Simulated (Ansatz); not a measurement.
**GaSiH4OF (SMILES [OH][GaH][SiH2]F) at BLYP/cc-pVDZ**

What is the vertical ionisation energy of GaSiH4OF at BLYP/cc-pVDZ? 

The results are computed with Ansatz 0.2.0.

101 further runs of the same task are left out: 101 set aside as unsound or not needed. Runs told in other sessions of the task aren't counted.

## (1) The molecule

The species is GaSiH4OF (8 atoms), meant as a singlet with charge 0. SMILES: `[OH][GaH][SiH2]F`. Geometry: relaxed at PBE0-D4/def2-TZVP. This is one conformer, not always the lowest.

Bond lengths: O1–Ga2 1.790 Å, Ga2–Si3 2.420 Å, Si3–F4 1.613 Å, O1–H5 0.960 Å, Ga2–H6 1.562 Å, Si3–H7 1.488 Å, Si3–H8 1.488 Å. Angles: O1–Ga2–Si3 116.0°, Ga2–Si3–F4 107.9°, O1–Ga2–H6 113.5°, Si3–Ga2–H6 130.5°, Ga2–O1–H5 113.9°, Ga2–Si3–H7 113.0°, Ga2–Si3–H8 113.0°, F4–Si3–H7 107.4°, F4–Si3–H8 107.4°, H7–Si3–H8 107.8°.

## (2) The energy at BLYP/cc-pVDZ

Input file in.yaml:

```yaml
crystal:
  periodic: [false, false, false]
  atoms:
    - symbol: O
      position_ang: [-2.152600, 0.668300, 0.454500]
    - symbol: Ga
      position_ang: [-0.411400, 1.077100, 0.391700]
    - symbol: Si
      position_ang: [1.066700, -0.691400, -0.347100]
    - symbol: F
      position_ang: [0.165400, -1.990600, -0.663200]
    - symbol: H
      position_ang: [-2.350300, -0.231700, 0.185400]
    - symbol: H
      position_ang: [-0.099500, 2.542900, 0.831400]
    - symbol: H
      position_ang: [2.066800, -1.082700, 0.683500]
    - symbol: H
      position_ang: [1.806900, -0.348800, -1.592100]
basis:
  gaussian: {orbitals: cc-pVDZ}
hamiltonian: {xc: {name: BLYP}}
accuracy: high
output: {orbitals: {seedname: orbitals}}
```

Run with:

```bash
$ ansatz run in.yaml --threads 1 --pin off --max-ram 2610MiB --events-out events.jsonl --progress --plain --runs-dir runs
```

Standard output:

```text
Warning: RAYON_NUM_THREADS=1 ignored (pool sized by the plan → 1); use --threads N
Functional definition: BLYP
  name "BLYP"
  parameter beta = 0.0042
  parameter a = 0.04918
  parameter b = 0.132
  parameter c = 0.2533
  parameter d = 0.349
  exchange = b88_x(beta = beta)
  correlation = lyp_c(a = a, b = b, c = c, d = d)
2087 factors; integrals over basis functions are off by at most 4.4e-9 eV
mean field evaluation 1: about -65077.7624 eV, gradient 7.0e1 eV
mean field evaluation 2: about -64963.3244 eV, gradient 2.0e2 eV
mean field evaluation 4: about -65085.7328 eV, gradient 2.2e1 eV
mean field evaluation 8: about -65086.5740 eV, gradient 8.9e-1 eV
mean field evaluation 16: about -65086.5712 eV, gradient 1.5e-4 eV
mean field -65086.57122555 eV, -2391.8873752765 hartree, gradient 1.3e-8 eV, S^2 0.000000; 0 other end points of the search recorded, 0 dependent functions left out
reference -65086.57128225 eV, -2391.8873773601 hartree; 33, 33 occupied and 60, 60 virtual orbitals, 2087 factors
Total energy: -65086.57128225 eV, -2391.8873773601 hartree
```

Run time: 10 s. Hardware: 1 thread of Arm Neoverse V1, shared host; peak memory 0.24 GiB.

## (3) The doublet cation

Input file input.yaml:

```yaml
crystal:
  periodic: [false, false, false]
  atoms:
    - {symbol: O, position_ang: [-2.152600, 0.668300, 0.454500]}
    - {symbol: Ga, position_ang: [-0.411400, 1.077100, 0.391700]}
    - {symbol: Si, position_ang: [1.066700, -0.691400, -0.347100]}
    - {symbol: F, position_ang: [0.165400, -1.990600, -0.663200]}
    - {symbol: H, position_ang: [-2.350300, -0.231700, 0.185400]}
    - {symbol: H, position_ang: [-0.099500, 2.542900, 0.831400]}
    - {symbol: H, position_ang: [2.066800, -1.082700, 0.683500]}
    - {symbol: H, position_ang: [1.806900, -0.348800, -1.592100]}
basis:
  gaussian:
    orbitals: cc-pVDZ
hamiltonian:
  xc: {name: BLYP}
total_charge: 1
output: {orbitals: {seedname: orbitals}}
magnetization:
  spin_polarized: true
  initial_magnetization: 1
accuracy: high
```

Run with:

```bash
$ ansatz run input.yaml --threads 1 --pin off --max-ram 2610MiB --events-out events.jsonl --progress --plain --runs-dir runs
```

Standard output, cut to the lines that bear on the results:

```text
Warning: RAYON_NUM_THREADS=1 ignored (pool sized by the plan → 1); use --threads N
[... 9 set-up lines as earlier in the session ...]
2086 factors; integrals over basis functions are off by at most 4.4e-9 eV
mean field evaluation 1: about -65055.8450 eV, gradient 7.7e1 eV
mean field evaluation 2: about -64776.1909 eV, gradient 2.2e2 eV
mean field evaluation 4: about -65070.3001 eV, gradient 2.8e1 eV
mean field evaluation 8: about -65077.3425 eV, gradient 6.0e-1 eV
mean field evaluation 16: about -65077.3408 eV, gradient 8.5e-3 eV
mean field evaluation 32: about -65072.8386 eV, gradient 2.2e1 eV
mean field -65077.34084339 eV, -2391.5481649886 hartree, gradient 9.8e-9 eV, S^2 0.752722; 3 other end points of the search recorded, 0 dependent functions left out
reference -65077.34090109 eV, -2391.5481671092 hartree; 33, 32 occupied and 60, 61 virtual orbitals, 2086 factors
Total energy: -65077.34090109 eV, -2391.5481671092 hartree
```

Run time: 21 s. Hardware: 1 thread of Arm Neoverse V1, shared host; peak memory 0.31 GiB.

## (4) Summary of results

Level: BLYP/cc-pVDZ.

```
                                          quantity           value
                    singlet GaSiH4OF: total energy  -2391.88738 Eh
                     singlet GaSiH4OF: HOMO energy        -6.22 eV
                     singlet GaSiH4OF: LUMO energy        -2.20 eV
                   singlet GaSiH4OF: HOMO–LUMO gap         4.02 eV
                      doublet cation: total energy  -2391.54817 Eh
doublet cation: HOMO energy (highest over α and β)       -12.99 eV
 doublet cation: LUMO energy (lowest over α and β)       -12.23 eV
                              doublet cation: ⟨S²⟩           0.753
vertical ionisation energy (to the doublet cation)        9.230 eV
```

**Reading.** The vertical ionisation energy comes to 9.23 eV (213 kcal/mol). −ε(HOMO) before ionisation, 6.22 eV, is 3.01 eV below this ionisation energy.
